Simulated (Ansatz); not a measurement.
Zr3MoC:

```xyz
5
Lattice="4.9425 0.0000 0.0000 0.0000 4.9425 0.0000 0.0000 0.0000 4.9425" Properties=species:S:1:pos:R:3 pbc="T T T"
Zr    2.4713    0.0000    0.0000
Zr    0.0000    2.4713    0.0000
Zr    0.0000    0.0000    2.4713
Mo    0.0000    0.0000    0.0000
C     2.4713    2.4713    2.4713
```

The cell was built by a generator and needn't be a form met in nature.

- Program: Ansatz 0.2.0
- Task: relaxation of cell and atoms
- Functional: BLYP
- Potentials or basis: Ansatz PAW
- Cutoff: 420 eV (not typed: the program's choice for these potentials)
- k mesh: 5 × 5 × 5
- Occupations: fermi-dirac, width 0.05 eV
- Spin: no spin polarisation

At the start: volume 24.15 Å³/atom.

Q: How do energy, volume and symmetry change on relaxing?

A: It ends after 5 steps and the volume is 25.54 Å³/atom (+5.8 %); space group Pm-3m (No. 221, to 0.05 Å).

Step by step:
```csv
step,energy change (eV),largest force (eV/Å),volume (Å³)
1,0.0000,0.0000,120.74
2,-0.0670,0.0000,131.14
3,-0.0873,0.0000,127.97
4,-0.0875,0.0000,127.69
5,-0.0909,0.0000,127.69
```

Final structure:
```xyz
5
Lattice="5.0356 0.0000 0.0000 0.0000 5.0356 0.0000 0.0000 0.0000 5.0356" Properties=species:S:1:pos:R:3 pbc="T T T"
Zr    2.5178    0.0000    0.0000
Zr    0.0000    2.5178    0.0000
Zr    0.0000    0.0000    2.5178
Mo    0.0000    0.0000    0.0000
C     2.5178    2.5178    2.5178
```

Caveat: the plane-wave basis is chosen anew once the cell has moved, so the energies of steps on either side of that aren't comparable; the PAW data sets come from PBE, with cores solved anew for the run's functional, which leaves a small shift of forces and pressure.
